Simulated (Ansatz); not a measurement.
# Si2H3F3: a ladder of functionals and wavefunction methods

An exercise on one series of results from a longer session: the logs are not shown, and one member is left open.

Program: Ansatz 0.2.0, Gaussian basis. Level of theory: functionals in def2-TZVPP, the program's frozen cores in correlated methods. These are calculated values, not measurements.

Plan: PBE-D4, r2SCAN-D4, PBE0-D4, B3LYP-D4, ωB97X-V, ωB97M-V, B2PLYP; CCSD(T)/def2-TZVPP; CCSD(T)/def2-QZVPP; extrapolation to the limit.

### The geometry

All runs share one geometry, relaxed beforehand with PBE0-D4 in a triple-zeta def2 set.

SMILES `F[SiH2][SiH](F)F`, 8 atoms, charge 0, spin multiplicity 1.

Atoms are counted from 1 here; the program's logs count them from 0.

Bond lengths: F1–Si2 1.604 Å, Si2–Si3 2.355 Å, Si2–H6 1.484 Å, Si2–H7 1.485 Å, Si3–F4 1.594 Å, Si3–F5 1.591 Å, Si3–H8 1.481 Å. Angles: F1–Si2–Si3 108.5°, F1–Si2–H6 108.6°, F1–Si2–H7 108.2°, Si3–Si2–H6 111.1°, Si3–Si2–H7 110.4°, H6–Si2–H7 109.9°, Si2–Si3–F4 107.5°, Si2–Si3–F5 109.8°, Si2–Si3–H8 116.5°, F4–Si3–F5 107.4°, F4–Si3–H8 107.8°, F5–Si3–H8 107.5°.

As a file:

```
F    -0.9428    2.0571    0.2931
Si    0.2433    1.0149    0.5767
Si   -0.2581   -1.0039   -0.5271
F     0.8823   -2.0521   -0.1524
F    -0.2026   -0.7845   -2.1023
H     1.5145    1.5960    0.0781
H     0.3283    0.7962    2.0429
H    -1.5648   -1.6236   -0.2090
```

The first run:

in.yaml

```yaml
crystal:
  periodic: [false, false, false]
  atoms:
    - {symbol: F, position_ang: [-0.942830, 2.057121, 0.293070]}
    - {symbol: Si, position_ang: [0.243292, 1.014884, 0.576707]}
    - {symbol: Si, position_ang: [-0.258059, -1.003932, -0.527073]}
    - {symbol: F, position_ang: [0.882265, -2.052091, -0.152389]}
    - {symbol: F, position_ang: [-0.202613, -0.784539, -2.102285]}
    - {symbol: H, position_ang: [1.514460, 1.595978, 0.078103]}
    - {symbol: H, position_ang: [0.328316, 0.796202, 2.042914]}
    - {symbol: H, position_ang: [-1.564831, -1.623615, -0.209047]}
basis:
  gaussian: {orbitals: def2-TZVPP}
hamiltonian: {xc: pbe, dispersion: d4}
output: {forces: true, orbitals: {seedname: orbitals}}
```

Started as:

```
$ ansatz run in.yaml --threads 2 --pin off --events-out ev --progress --plain --max-ram 32768MiB --backend cpu
```

Among the steps run: PBE-D4 (GGA); r2SCAN-D4 (meta-GGA); PBE0-D4 (hybrid); B3LYP-D4 (hybrid); ωB97X-V (range-separated); ωB97M-V (range-separated); B2PLYP (double hybrid); CCSD(T) in def2-TZVPP; CCSD(T) in def2-QZVPP.

One of the session's tables, all rows but one given; the rest of the session is left out.

| method | atomisation energy (eV) |
| --- | --- |
| PBE-D4 | 30.555 |
| r2SCAN-D4 | 30.532 |
| PBE0-D4 | 29.975 |
| B3LYP-D4 | 30.314 |
| ωB97X-V | 30.720 |
| ωB97M-V | 30.516 |
| B2PLYP | 30.191 |
| HF/def2-TZVPP | 23.113 |
| MP2/def2-TZVPP | 30.638 |
| CCSD/def2-TZVPP | 29.415 |
| CCSD(T)/def2-TZVPP | 29.791 |
| MP2/CBS | ? |
| CCSD(T)/CBS | 30.817 |

**Question.** Estimate the row for MP2/CBS.

The run gave: atomisation energy (eV): 31.612. In the column «atomisation energy (eV)» it is the highest.
